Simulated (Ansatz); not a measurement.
# SiZr: the cost of one run

Computed with Ansatz 0.2.0, Gaussian basis. Level: def2-QZVPP, core rule «outside noble gas», up to 9 orbitals frozen.

The runs, in order: UHF; ROHF; CCSD(T) on UHF.

2 further runs of the same task are left out: 2 set aside as unsound or not needed.

## 1. The system

The geometry is a PBE0/def2-TZVP stationary point (not a proven minimum) of the parent state, kept for this charge and spin. No spin-orbit coupling is included. Elements past krypton take def2 core potentials.

2 atoms, charge 1, spin multiplicity 2.

Atoms are counted from 1 here; the program's logs count them from 0.

Bond lengths: Zr1–Si2 2.309 Å.

## 2. UHF

The input, in.yaml:

```yaml
crystal:
  periodic: [false, false, false]
  atoms:
    - {symbol: Zr, position_ang: [0.000000, 0.000000, 0.000000]}
    - {symbol: Si, position_ang: [0.000000, 0.000000, 2.308942]}
basis:
  gaussian: {orbitals: "def2-QZVPP.json"}
total_charge: 1
magnetization: {spin_polarized: true, initial_magnetization: 1}
hamiltonian: {xc: hf}
output: {orbitals: {seedname: orbitals}}
```

Launch:

```bash
$ ansatz run in.yaml --threads 1 --pin off --events-out ev --progress --plain --max-ram 4096MiB --backend cpu
```

What time and memory should one allow on 1 thread of AMD EPYC 7R13, shared host?

About 94 s, with a peak of 0.39 GiB.
